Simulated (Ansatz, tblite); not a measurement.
# GeHMe2Br (C2H7BrGe): removing an electron, part 2 of 2

What does removing an electron cost or gain for GeHMe2Br (C2H7BrGe)? Each charged state is run at several levels.

Ansatz 0.2.0, Gaussian basis; as each input shows. The steps go on from the part before.

## Step 8: Relaxing the charge +1 doublet

File in.yaml:

```yaml
crystal:
  periodic: [false, false, false]
  atoms:
    - {symbol: Ge, position_ang: [-0.253830, -0.432171, 0.490688]}
    - {symbol: H, position_ang: [-0.307492, -0.528832, 2.030659]}
    - {symbol: C, position_ang: [1.582606, -0.521968, -0.181242]}
    - {symbol: H, position_ang: [2.067026, -1.450037, 0.154264]}
    - {symbol: H, position_ang: [2.159673, 0.338502, 0.193272]}
    - {symbol: H, position_ang: [1.579345, -0.499856, -1.280820]}
    - {symbol: C, position_ang: [-1.224265, 1.131512, -0.176395]}
    - {symbol: H, position_ang: [-2.265263, 1.114597, 0.176583]}
    - {symbol: H, position_ang: [-1.221629, 1.130930, -1.276194]}
    - {symbol: H, position_ang: [-0.739458, 2.053169, 0.183074]}
    - {symbol: Br, position_ang: [-1.376723, -2.335854, -0.313888]}
basis:
  gaussian: {orbitals: def2-SVP}
total_charge: 1
magnetization: {spin_polarized: true, initial_magnetization: 1}
hamiltonian: {xc: {name: B3LYP}, dispersion: d4}
scf: {lower_state_search: "off"}
output: {orbitals: {seedname: orbitals}}
relax: {f_tol: 0.02, max_steps: 100}
```

Started as:

```sh
$ ansatz run in.yaml --threads 4 --pin off --events-out ev --progress --plain --max-ram 3916MiB
```

The log of the run:

```text
Functional definition: B3LYP
  name "B3LYP"
  cite "Stephens, Devlin, Chabalowski & Frisch, J. Phys. Chem. 98, 11623 (1994) doi:10.1021/j100096a001"
  cite "Becke, Phys. Rev. A 38, 3098 (1988) doi:10.1103/PhysRevA.38.3098"
  cite "Lee, Yang & Parr, Phys. Rev. B 37, 785 (1988) doi:10.1103/PhysRevB.37.785"
  cite "Vosko, Wilk & Nusair, Can. J. Phys. 58, 1200 (1980) doi:10.1139/p80-159"
  parameter a0 = 0.2
  parameter ax = 0.72
  parameter ac = 0.81
  exchange = (1 - a0 - ax)*slater_x + ax*b88_x + a0*exact_x
  correlation = (1 - ac)*vwn_rpa_c + ac*lyp_c
these checks for a lower state are left out or cut short: stability, starts, cluster_reference, orbital_swaps, neighbouring_geometries, increment
1370 factors; integrals over basis functions are off by at most 4.0e-4 eV
mean field evaluation 1: about -128713.4825 eV, gradient 5.6e1 eV
mean field evaluation 2: about -128690.4301 eV, gradient 7.7e1 eV
mean field evaluation 4: about -128728.8395 eV, gradient 1.0e1 eV
mean field evaluation 8: about -128729.4490 eV, gradient 2.8e-1 eV
mean field evaluation 16: about -128729.4501 eV, gradient 1.0e-2 eV
mean field evaluation 32: about -128729.5696 eV, gradient 2.1e-4 eV
mean field -128729.56955737 eV, -4730.7244251971 hartree, gradient 2.7e-6 eV, S^2 0.754073; 0 other end points of the search recorded, 0 dependent functions left out
the calculation of the forces begins
reference -128729.56983076 eV, -4730.7244352440 hartree; 43, 42 occupied and 84, 85 virtual orbitals, 1370 factors
relax step   1: F+E_penalty+E_count = -128729.90635410 eV  Δ(F+E_penalty+E_count) = +0.000e0 eV  max|allowed force component| = 1.430e0 eV/Å  Δτ_max = 0.0000 Å  (72 SCF iters, accepted)
these checks for a lower state are left out or cut short: stability, starts, cluster_reference, orbital_swaps, neighbouring_geometries, increment
1370 factors; integrals over basis functions are off by at most 4.1e-4 eV
mean field -128729.68341343 eV, -4730.7286093300 hartree, gradient 1.0e-6 eV, S^2 0.754236; 0 other end points of the search recorded, 0 dependent functions left out
the calculation of the forces begins
reference -128729.68368389 eV, -4730.7286192694 hartree; 43, 42 occupied and 84, 85 virtual orbitals, 1370 factors
relax step   2: F+E_penalty+E_count = -128730.02418494 eV  Δ(F+E_penalty+E_count) = -1.178e-1 eV  max|allowed force component| = 3.986e-1 eV/Å  Δτ_max = 0.1136 Å  (25 SCF iters, accepted)
these checks for a lower state are left out or cut short: stability, starts, cluster_reference, orbital_swaps, neighbouring_geometries, increment
1370 factors; integrals over basis functions are off by at most 4.2e-4 eV
mean field -128729.70147257 eV, -4730.7292729912 hartree, gradient 1.9e-6 eV, S^2 0.754399; 0 other end points of the search recorded, 0 dependent functions left out
the calculation of the forces begins
reference -128729.70174348 eV, -4730.7292829472 hartree; 43, 42 occupied and 84, 85 virtual orbitals, 1370 factors
relax step   3: F+E_penalty+E_count = -128730.04042523 eV  Δ(F+E_penalty+E_count) = -1.624e-2 eV  max|allowed force component| = 1.697e-1 eV/Å  Δτ_max = 0.0397 Å  (26 SCF iters, accepted)
these checks for a lower state are left out or cut short: stability, starts, cluster_reference, orbital_swaps, neighbouring_geometries, increment
1370 factors; integrals over basis functions are off by at most 4.2e-4 eV
mean field -128729.70458394 eV, -4730.7293873320 hartree, gradient 1.1e-6 eV, S^2 0.754608; 0 other end points of the search recorded, 0 dependent functions left out
the calculation of the forces begins
reference -128729.70485446 eV, -4730.7293972735 hartree; 43, 42 occupied and 84, 85 virtual orbitals, 1370 factors
relax step   4: F+E_penalty+E_count = -128730.04349130 eV  Δ(F+E_penalty+E_count) = -3.066e-3 eV  max|allowed force component| = 1.419e-1 eV/Å  Δτ_max = 0.0145 Å  (27 SCF iters, accepted)
these checks for a lower state are left out or cut short: stability, starts, cluster_reference, orbital_swaps, neighbouring_geometries, increment
1370 factors; integrals over basis functions are off by at most 4.2e-4 eV
mean field -128729.70775147 eV, -4730.7295037368 hartree, gradient 1.5e-6 eV, S^2 0.755117; 0 other end points of the search recorded, 0 dependent functions left out
the calculation of the forces begins
reference -128729.70802101 eV, -4730.7295136422 hartree; 43, 42 occupied and 84, 85 virtual orbitals, 1370 factors
relax step   5: F+E_penalty+E_count = -128730.04741483 eV  Δ(F+E_penalty+E_count) = -3.924e-3 eV  max|allowed force component| = 6.534e-2 eV/Å  Δτ_max = 0.0351 Å  (26 SCF iters, accepted)
these checks for a lower state are left out or cut short: stability, starts, cluster_reference, orbital_swaps, neighbouring_geometries, increment
1370 factors; integrals over basis functions are off by at most 4.3e-4 eV
mean field evaluation 64: about -128729.7011 eV, gradient 2.2e-2 eV
mean field -128729.70897761 eV, -4730.7295487967 hartree, gradient 1.4e-6 eV, S^2 0.755516; 0 other end points of the search recorded, 0 dependent functions left out
the calculation of the forces begins
reference -128729.70924665 eV, -4730.7295586835 hartree; 43, 42 occupied and 84, 85 virtual orbitals, 1370 factors
relax step   6: F+E_penalty+E_count = -128730.04908809 eV  Δ(F+E_penalty+E_count) = -1.673e-3 eV  max|allowed force component| = 5.045e-2 eV/Å  Δτ_max = 0.0380 Å  (26 SCF iters, accepted)
these checks for a lower state are left out or cut short: stability, starts, cluster_reference, orbital_swaps, neighbouring_geometries, increment
1370 factors; integrals over basis functions are off by at most 4.3e-4 eV
mean field -128729.70918816 eV, -4730.7295565340 hartree, gradient 8.1e-7 eV, S^2 0.755595; 0 other end points of the search recorded, 0 dependent functions left out
the calculation of the forces begins
reference -128729.70945709 eV, -4730.7295664171 hartree; 43, 42 occupied and 84, 85 virtual orbitals, 1370 factors
relax step   7: F+E_penalty+E_count = -128730.04949792 eV  Δ(F+E_penalty+E_count) = -4.098e-4 eV  max|allowed force component| = 2.758e-2 eV/Å  Δτ_max = 0.0124 Å  (26 SCF iters, accepted)
these checks for a lower state are left out or cut short: stability, starts, cluster_reference, orbital_swaps, neighbouring_geometries, increment
1370 factors; integrals over basis functions are off by at most 4.3e-4 eV
mean field -128729.70981605 eV, -4730.7295796085 hartree, gradient 1.8e-6 eV, S^2 0.755645; 0 other end points of the search recorded, 0 dependent functions left out
the calculation of the forces begins
reference -128729.71008504 eV, -4730.7295894938 hartree; 43, 42 occupied and 84, 85 virtual orbitals, 1370 factors
relax step   8: F+E_penalty+E_count = -128730.04991294 eV  Δ(F+E_penalty+E_count) = -4.150e-4 eV  max|allowed force component| = 6.378e-2 eV/Å  Δτ_max = 0.0130 Å  (27 SCF iters, accepted)
these checks for a lower state are left out or cut short: stability, starts, cluster_reference, orbital_swaps, neighbouring_geometries, increment
1370 factors; integrals over basis functions are off by at most 4.5e-4 eV
mean field -128729.69449003 eV, -4730.7290163877 hartree, gradient 2.7e-6 eV, S^2 0.755959; 0 other end points of the search recorded, 0 dependent functions left out
the calculation of the forces begins
reference -128729.69475984 eV, -4730.7290263031 hartree; 43, 42 occupied and 84, 85 virtual orbitals, 1370 factors
relax step   9: F+E_penalty+E_count = -128730.03265423 eV  Δ(F+E_penalty+E_count) = +1.726e-2 eV  max|allowed force component| = 5.850e-1 eV/Å  Δτ_max = 0.1951 Å  (33 SCF iters, rejected (line search))
these checks for a lower state are left out or cut short: stability, starts, cluster_reference, orbital_swaps, neighbouring_geometries, increment
1370 factors; integrals over basis functions are off by at most 4.4e-4 eV
mean field evaluation 96: about -128729.7061 eV, gradient 2.4e-1 eV
mean field -128729.72593010 eV, -4730.7301717891 hartree, gradient 2.2e-6 eV, S^2 0.755662; 0 other end points of the search recorded, 0 dependent functions left out
the calculation of the forces begins
reference -128729.72619849 eV, -4730.7301816522 hartree; 43, 42 occupied and 84, 85 virtual orbitals, 1370 factors
relax step  10: F+E_penalty+E_count = -128730.06725837 eV  Δ(F+E_penalty+E_count) = -1.735e-2 eV  max|allowed force component| = 2.033e-1 eV/Å  Δτ_max = 0.0962 Å  (34 SCF iters, accepted)
these checks for a lower state are left out or cut short: stability, starts, cluster_reference, orbital_swaps, neighbouring_geometries, increment
1370 factors; integrals over basis functions are off by at most 4.5e-4 eV
mean field -128729.74186571 eV, -4730.7307574119 hartree, gradient 1.9e-6 eV, S^2 0.755750; 0 other end points of the search recorded, 0 dependent functions left out
the calculation of the forces begins
reference -128729.74213477 eV, -4730.7307672996 hartree; 43, 42 occupied and 84, 85 virtual orbitals, 1370 factors
relax step  11: F+E_penalty+E_count = -128730.08135930 eV  Δ(F+E_penalty+E_count) = -1.410e-2 eV  max|allowed force component| = 2.988e-1 eV/Å  Δτ_max = 0.0960 Å  (30 SCF iters, accepted)
these checks for a lower state are left out or cut short: stability, starts, cluster_reference, orbital_swaps, neighbouring_geometries, increment
1370 factors; integrals over basis functions are off by at most 4.5e-4 eV
mean field -128729.74803940 eV, -4730.7309842909 hartree, gradient 5.5e-6 eV, S^2 0.755682; 0 other end points of the search recorded, 0 dependent functions left out
the calculation of the forces begins
reference -128729.74830912 eV, -4730.7309942029 hartree; 43, 42 occupied and 84, 85 virtual orbitals, 1370 factors
relax step  12: F+E_penalty+E_count = -128730.08689094 eV  Δ(F+E_penalty+E_count) = -5.532e-3 eV  max|allowed force component| = 2.604e-1 eV/Å  Δτ_max = 0.0418 Å  (25 SCF iters, accepted)
these checks for a lower state are left out or cut short: stability, starts, cluster_reference, orbital_swaps, neighbouring_geometries, increment
1370 factors; integrals over basis functions are off by at most 4.5e-4 eV
mean field evaluation 128: about -128729.7524 eV, gradient 1.3e-6 eV
mean field -128729.75236448 eV, -4730.7311432344 hartree, gradient 1.3e-6 eV, S^2 0.755525; 0 other end points of the search recorded, 0 dependent functions left out
the calculation of the forces begins
reference -128729.75263444 eV, -4730.7311531552 hartree; 43, 42 occupied and 84, 85 virtual orbitals, 1370 factors
relax step  13: F+E_penalty+E_count = -128730.09141224 eV  Δ(F+E_penalty+E_count) = -4.521e-3 eV  max|allowed force component| = 2.192e-1 eV/Å  Δτ_max = 0.0399 Å  (25 SCF iters, accepted)
these checks for a lower state are left out or cut short: stability, starts, cluster_reference, orbital_swaps, neighbouring_geometries, increment
1370 factors; integrals over basis functions are off by at most 4.5e-4 eV
mean field -128729.75453805 eV, -4730.7312231118 hartree, gradient 2.9e-6 eV, S^2 0.755527; 0 other end points of the search recorded, 0 dependent functions left out
the calculation of the forces begins
reference -128729.75480761 eV, -4730.7312330181 hartree; 43, 42 occupied and 84, 85 virtual orbitals, 1370 factors
relax step  14: F+E_penalty+E_count = -128730.09444787 eV  Δ(F+E_penalty+E_count) = -3.036e-3 eV  max|allowed force component| = 2.048e-1 eV/Å  Δτ_max = 0.0189 Å  (26 SCF iters, accepted)
these checks for a lower state are left out or cut short: stability, starts, cluster_reference, orbital_swaps, neighbouring_geometries, increment
1370 factors; integrals over basis functions are off by at most 4.5e-4 eV
mean field -128729.75852830 eV, -4730.7313697508 hartree, gradient 2.5e-6 eV, S^2 0.755656; 0 other end points of the search recorded, 0 dependent functions left out
the calculation of the forces begins
reference -128729.75879696 eV, -4730.7313796239 hartree; 43, 42 occupied and 84, 85 virtual orbitals, 1370 factors
relax step  15: F+E_penalty+E_count = -128730.09997970 eV  Δ(F+E_penalty+E_count) = -5.532e-3 eV  max|allowed force component| = 9.875e-2 eV/Å  Δτ_max = 0.0355 Å  (25 SCF iters, accepted)
these checks for a lower state are left out or cut short: stability, starts, cluster_reference, orbital_swaps, neighbouring_geometries, increment
1370 factors; integrals over basis functions are off by at most 4.6e-4 eV
mean field -128729.75972601 eV, -4730.7314137658 hartree, gradient 2.4e-6 eV, S^2 0.755784; 0 other end points of the search recorded, 0 dependent functions left out
the calculation of the forces begins
reference -128729.75999436 eV, -4730.7314236274 hartree; 43, 42 occupied and 84, 85 virtual orbitals, 1370 factors
relax step  16: F+E_penalty+E_count = -128730.10109200 eV  Δ(F+E_penalty+E_count) = -1.112e-3 eV  max|allowed force component| = 4.254e-2 eV/Å  Δτ_max = 0.0208 Å  (23 SCF iters, accepted)
these checks for a lower state are left out or cut short: stability, starts, cluster_reference, orbital_swaps, neighbouring_geometries, increment
1370 factors; integrals over basis functions are off by at most 4.6e-4 eV
mean field -128729.76001260 eV, -4730.7314242979 hartree, gradient 2.7e-6 eV, S^2 0.755854; 0 other end points of the search recorded, 0 dependent functions left out
the calculation of the forces begins
reference -128729.76028077 eV, -4730.7314341527 hartree; 43, 42 occupied and 84, 85 virtual orbitals, 1370 factors
relax step  17: F+E_penalty+E_count = -128730.10141780 eV  Δ(F+E_penalty+E_count) = -3.258e-4 eV  max|allowed force component| = 2.162e-2 eV/Å  Δτ_max = 0.0155 Å  (25 SCF iters, accepted)
these checks for a lower state are left out or cut short: stability, starts, cluster_reference, orbital_swaps, neighbouring_geometries, increment
1370 factors; integrals over basis functions are off by at most 4.6e-4 eV
mean field evaluation 160: about -128729.7603 eV, gradient 1.1e-4 eV
mean field -128729.76032449 eV, -4730.7314357595 hartree, gradient 1.3e-6 eV, S^2 0.755855; 0 other end points of the search recorded, 0 dependent functions left out
the calculation of the forces begins
reference -128729.76059277 eV, -4730.7314456186 hartree; 43, 42 occupied and 84, 85 virtual orbitals, 1370 factors
relax step  18: F+E_penalty+E_count = -128730.10151330 eV  Δ(F+E_penalty+E_count) = -9.549e-5 eV  max|allowed force component| = 4.767e-3 eV/Å  Δτ_max = 0.0044 Å  (19 SCF iters, accepted)
Total energy: -128730.10178158 eV, -4730.7439840760 hartree
Atom 0 at    -0.392833    -0.399419     0.580591 Å, force     0.000335    -0.002136    -0.004494 eV/Å
Atom 1 at    -0.222774    -0.601393     2.091088 Å, force    -0.001419    -0.000249     0.004767 eV/Å
Atom 2 at     1.593896    -0.562423    -0.228151 Å, force    -0.000018     0.000928    -0.004126 eV/Å
Atom 3 at     2.019809    -1.492160     0.164211 Å, force     0.000512     0.001415    -0.000164 eV/Å
Atom 4 at     1.960749     0.358121     0.254509 Å, force     0.000057    -0.000954     0.003950 eV/Å
Atom 5 at     1.499808    -0.510065    -1.318119 Å, force     0.000071    -0.002222    -0.001747 eV/Å
Atom 6 at    -1.212540     1.178216    -0.197372 Å, force     0.002297     0.002484     0.003481 eV/Å
Atom 7 at    -2.243347     1.238834     0.188366 Å, force    -0.002336    -0.000711     0.000400 eV/Å
Atom 8 at    -1.224811     1.100566    -1.292810 Å, force    -0.000698    -0.000265    -0.004668 eV/Å
Atom 9 at    -0.647565     2.067010     0.122013 Å, force     0.000283     0.000826     0.000758 eV/Å
Atom 10 at    -1.130401    -2.377295    -0.364324 Å, force     0.000916     0.000885     0.001844 eV/Å
Dipole moment:     0.494494     0.682870     0.080090 e Å
Checks for a lower state left out: stability, starts, cluster_reference, orbital_swaps, neighbouring_geometries, increment
```

It took 50 s on 4 threads of Arm Neoverse V2, shared host.

Relaxation path: (the energy doesn't fall at every step)

```
step  energy from step 1 (eV)  largest force component (eV/Å)
   1                   0.0000                          1.4299
   2                  -0.1178                          0.3986
   3                  -0.1341                          0.1697
   4                  -0.1371                          0.1419
   5                  -0.1411                          0.0653
   6                  -0.1427                          0.0505
   7                  -0.1431                          0.0276
   8                  -0.1436                          0.0638
   9                  -0.1263                          0.5850
  10                  -0.1609                          0.2033
  11                  -0.1750                          0.2988
  12                  -0.1805                          0.2604
  13                  -0.1851                          0.2192
  14                  -0.1881                          0.2048
  15                  -0.1936                          0.0987
  16                  -0.1947                          0.0425
  17                  -0.1951                          0.0216
  18                  -0.1952                          0.0048
```

Close pairs (by a distance rule), those that changed most:

```csv
bond,before (Å),after (Å),change (Å)
Ge1–C3,1.958,2.151,+0.194
Ge1–Br11,2.352,2.313,-0.039
Ge1–C7,1.958,1.941,-0.017
Ge1–H2,1.544,1.533,-0.011
C3–H6,1.100,1.095,-0.005
C3–H4,1.099,1.095,-0.004
C7–H8,1.099,1.102,+0.003
C7–H9,1.100,1.098,-0.002
```

## Step 9: Charge +1 doublet, PBE0-D4/def2-TZVP

File in.yaml:

```yaml
crystal:
  periodic: [false, false, false]
  atoms:
    - {symbol: Ge, position_ang: [-0.392833, -0.399419, 0.580591]}
    - {symbol: H, position_ang: [-0.222774, -0.601393, 2.091088]}
    - {symbol: C, position_ang: [1.593896, -0.562423, -0.228151]}
    - {symbol: H, position_ang: [2.019809, -1.492160, 0.164211]}
    - {symbol: H, position_ang: [1.960749, 0.358121, 0.254509]}
    - {symbol: H, position_ang: [1.499808, -0.510065, -1.318119]}
    - {symbol: C, position_ang: [-1.212540, 1.178216, -0.197372]}
    - {symbol: H, position_ang: [-2.243347, 1.238834, 0.188366]}
    - {symbol: H, position_ang: [-1.224811, 1.100566, -1.292810]}
    - {symbol: H, position_ang: [-0.647565, 2.067010, 0.122013]}
    - {symbol: Br, position_ang: [-1.130401, -2.377295, -0.364324]}
basis:
  gaussian: {orbitals: def2-TZVP, initial_orbitals: start.molden}
total_charge: 1
magnetization: {spin_polarized: true, initial_magnetization: 1}
hamiltonian: {xc: pbe0, dispersion: d4}
scf: {omitted_lower_state_checks: [starts]}
output: {orbitals: {seedname: orbitals}}
```

The command is unchanged.

The log of the run (excerpt; [...] marks lines left out):

```text
Functional definition: PBE0
  name "PBE0"
  cite "Adamo & Barone, J. Chem. Phys. 110, 6158 (1999) doi:10.1063/1.478522"
  cite "Perdew, Burke & Ernzerhof, Phys. Rev. Lett. 77, 3865 (1996) doi:10.1103/PhysRevLett.77.3865"
  parent pbe
[...]
1482 factors; their error is unknown
[...]
mean field -128727.76422196 eV, -4730.6580803446 hartree, gradient 2.7e-5 eV, S^2 0.758452; 0 other end points of the search recorded, 0 dependent functions left out
reference -128727.76425309 eV, -4730.6580814887 hartree; 43, 42 occupied and 157, 158 virtual orbitals, 1482 factors
Total energy: -128727.94432466 eV, -4730.6646989968 hartree
Checks for a lower state left out: starts
```

Wall time 6 s (4 threads of Arm Neoverse V2, shared host); peak memory 0.83 GiB.

HOMO -13.54 eV, LUMO -10.98 eV (over both spins); ⟨S²⟩ 0.758 (pure: 0.75).

## Step 10: Charge +1 doublet, PBE-D4/def2-TZVP

in.yaml, as its differences from that of step 9:

```diff
@@ -18,3 +18,3 @@
 magnetization: {spin_polarized: true, initial_magnetization: 1}
-hamiltonian: {xc: pbe0, dispersion: d4}
+hamiltonian: {xc: pbe, dispersion: d4}
 scf: {omitted_lower_state_checks: [starts]}
```

Launched as before.

The log of the run (excerpt; [...] marks lines left out):

```text
Functional definition: PBE
  name "PBE"
  cite "Perdew, Burke & Ernzerhof, Phys. Rev. Lett. 77, 3865 (1996) doi:10.1103/PhysRevLett.77.3865"
  parent pbe
[...]
1402 factors; their error is unknown
[...]
mean field -128723.57030950 eV, -4730.5039569042 hartree, gradient 4.3e-5 eV, S^2 0.753206; 0 other end points of the search recorded, 0 dependent functions left out
reference -128723.57035086 eV, -4730.5039584242 hartree; 43, 42 occupied and 157, 158 virtual orbitals, 1402 factors
Total energy: -128723.78067871 eV, -4730.5116878301 hartree
Checks for a lower state left out: starts
```

Run time: 3.3 s. Hardware: 4 threads of Arm Neoverse V2, shared host.

From the report: HOMO -12.33 eV, LUMO -11.68 eV (over both spins); ⟨S²⟩ 0.753 (pure: 0.75).

## Step 11: Adiabatic ionisation energy

Charged state less starting state, singlet to doublet; the starting state's energies are those of its earlier runs.

```
            level  adiabatic ionisation energy (eV)   time
 PBE-D4/def2-TZVP                             +9.45  5.1 s
PBE0-D4/def2-TZVP                             +9.72  8.6 s
```

Times add the two runs; a level without a time comes out of a correlated run.

## Step 12: What came out

This closing draws on all 2 parts.

| quantity | value |
| --- | --- |
| vertical ionisation energy, functionals in def2-TZVP | 9.62 (PBE-D4) to 9.94 eV (PBE0-D4) |
| vertical ionisation energy, CCSD(T)/def2-SVP | 9.92 eV |
| adiabatic ionisation energy, functionals in def2-TZVP | 9.45 (PBE-D4) to 9.72 eV (PBE0-D4) |
| relaxation of the cation side, PBE-D4/def2-TZVP | 0.17 eV |

**Reading.** The vertical ionisation energy spans 9.62 to 9.94 eV over the functionals, beside 9.92 eV from CCSD(T)/def2-SVP. −ε(HOMO) misses the level's own difference by -2.08 eV at best (PBE0-D4) and -3.01 eV at worst (PBE-D4). The yardstick is in a double-zeta basis, so levels in larger sets aren't compared like for like. CCSD(T)/def2-SVP isn't at the basis-set limit; small misses against it rank nothing. The adiabatic ionisation energy spans 9.45 to 9.72 eV over the functionals. Relaxing the oxidised state gains 0.17 eV at PBE-D4/def2-TZVP.
